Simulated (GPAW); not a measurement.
GaGe3, 4 atoms in the cell. Symmetry: Pm-3m, No. 221, cubic system. The conventional cell has a = 4.278 Å, b = 4.278 Å, c = 4.278 Å, α = 90.00°, β = 90.00°, γ = 90.00°. Around Ge (site symmetry 4/mmm) lie 8 Ge at 3.03 Å and 4 Ga at 3.03 Å. Around Ga (site symmetry m-3m) lie 12 Ge at 3.03 Å. The cell comes from a database or a generator and needn't be the stable form of this composition.

| Item | Value |
| --- | --- |
| Program | GPAW 26.7.0 |
| Task | band structure |
| Functional | PBE |
| Potentials or basis | GPAW PAW data sets (gpaw-data 1.2.1) |
| Cutoff | 600 eV |
| Basis | pw |
| k mesh | 6 × 6 × 6 |
| Occupations | fermi-dirac, width 0.05 eV |
| Spin | no spin polarisation |
| Maxiter | 150 |
| Band path | GXMGRX,MR |
| Band points | 60 |

Potentials or basis: GPAW PAW data sets (gpaw-data 1.2.1), pw.

Run with:

```console
$ OMP_NUM_THREADS=1 python run.py
```

Hardware: 1 thread of Arm Neoverse V1, on a shared host.

Task: How long does it take, and how much memory?

Result: It took 43 s on 1 thread of Arm Neoverse V1, with other jobs on the host, peak memory 0.31 GiB. Counts: scf iterations 13, plane waves 2632, bands 18, k points 20.
